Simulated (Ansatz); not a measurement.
**CH8O2Si2: one species, many methods**

The task here is to estimate one member of a computed series from the others.

The runs use Ansatz 0.2.0, Gaussian basis; functionals in def2-TZVPP, the program's frozen cores in correlated methods.

Plan: PBE-D4, r2SCAN-D4, PBE0-D4, B3LYP-D4, ωB97X-V, ωB97M-V, B2PLYP; CCSD(T)/def2-TZVPP; MP2/def2-QZVPP; extrapolation to the limit.

**The geometry**

The geometry comes from an earlier relaxation with PBE0-D4 in a triple-zeta def2 set; it is a stationary point, not always the lowest conformer.

SMILES `C[SiH2][SiH](O)O`, 13 atoms, charge 0, spin multiplicity 1.

Atoms are counted from 1 here; the program's logs count them from 0.

Bond lengths: C1–Si2 1.877 Å, C1–H6 1.092 Å, C1–H7 1.092 Å, C1–H8 1.092 Å, Si2–Si3 2.337 Å, Si2–H9 1.490 Å, Si2–H10 1.491 Å, Si3–O4 1.649 Å, Si3–O5 1.650 Å, Si3–H11 1.498 Å, O4–H12 0.958 Å, O5–H13 0.958 Å. Angles: Si2–C1–H6 110.2°, Si2–C1–H7 111.0°, Si2–C1–H8 110.9°, H6–C1–H7 108.5°, H6–C1–H8 108.1°, H7–C1–H8 108.2°, C1–Si2–Si3 111.1°, C1–Si2–H9 110.4°, C1–Si2–H10 110.4°, Si3–Si2–H9 108.8°, Si3–Si2–H10 108.5°, H9–Si2–H10 107.5°, Si2–Si3–O4 105.1°, Si2–Si3–O5 108.7°, Si2–Si3–H11 114.7°, O4–Si3–O5 113.1°, O4–Si3–H11 108.4°, O5–Si3–H11 107.0° and more.

Coordinates:

```csv
atom,x (Å),y (Å),z (Å)
C1,-1.26276,1.63032,-0.73701
Si2,-0.21918,0.96340,0.67279
Si3,0.83672,-1.03112,0.06509
O4,-0.35519,-1.96837,-0.58290
O5,1.52349,-1.69673,1.40915
H6,-2.01257,0.89319,-1.03165
H7,-1.77663,2.54811,-0.44331
H8,-0.64390,1.85101,-1.60957
H9,-1.06553,0.71173,1.87316
H10,0.82607,1.95459,1.05947
H11,1.92456,-0.87812,-0.95303
H12,-0.11026,-2.78553,-1.01955
H13,2.33518,-2.19244,1.29738
```

Set-up of the first run:

in.yaml reads:

```yaml
crystal:
  periodic: [false, false, false]
  atoms:
    - {symbol: C, position_ang: [-1.262756, 1.630318, -0.737009]}
    - {symbol: Si, position_ang: [-0.219183, 0.963401, 0.672794]}
    - {symbol: Si, position_ang: [0.836718, -1.031122, 0.065085]}
    - {symbol: O, position_ang: [-0.355195, -1.968375, -0.582898]}
    - {symbol: O, position_ang: [1.523486, -1.696731, 1.409150]}
    - {symbol: H, position_ang: [-2.012568, 0.893189, -1.031653]}
    - {symbol: H, position_ang: [-1.776629, 2.548109, -0.443309]}
    - {symbol: H, position_ang: [-0.643897, 1.851012, -1.609575]}
    - {symbol: H, position_ang: [-1.065535, 0.711729, 1.873156]}
    - {symbol: H, position_ang: [0.826067, 1.954587, 1.059471]}
    - {symbol: H, position_ang: [1.924564, -0.878123, -0.953026]}
    - {symbol: H, position_ang: [-0.110258, -2.785529, -1.019553]}
    - {symbol: H, position_ang: [2.335177, -2.192444, 1.297377]}
basis:
  gaussian: {orbitals: def2-TZVPP}
hamiltonian: {xc: pbe, dispersion: d4}
output: {forces: true, orbitals: {seedname: orbitals}}
```

Command:

```bash
$ ansatz run in.yaml --threads 2 --pin off --events-out ev --progress --plain --max-ram 31744MiB --backend cuda --devices 0, --max-vram 18GiB
```

Steps of the session up to this table: PBE-D4 (GGA); r2SCAN-D4 (meta-GGA); PBE0-D4 (hybrid); B3LYP-D4 (hybrid); ωB97X-V (range-separated); ωB97M-V (range-separated); B2PLYP (double hybrid); CCSD(T) in def2-TZVPP; MP2 in def2-QZVPP.

One table of the session follows, with a row left open; its other results are not shown here.

```
            method  atomisation energy (kJ/mol)
            PBE-D4                       4692.3
         r2SCAN-D4                       4674.8
           PBE0-D4                       4629.7
          B3LYP-D4                       4660.0
           ωB97X-V                       4691.7
           ωB97M-V                       4681.0
            B2PLYP                       4614.8
     HF/def2-TZVPP                       3442.6
    MP2/def2-TZVPP                            ?
   CCSD/def2-TZVPP                       4506.2
CCSD(T)/def2-TZVPP                       4562.1
           MP2/CBS                       4744.4
       CCSD(T)/CBS                       4692.3
```

Estimate the missing values for MP2/def2-TZVPP.

The run gave: atomisation energy (kJ/mol): 4614.2. In the column «atomisation energy (kJ/mol)» it lies between CCSD(T)/def2-TZVPP (4562.1) and B2PLYP (4614.8).
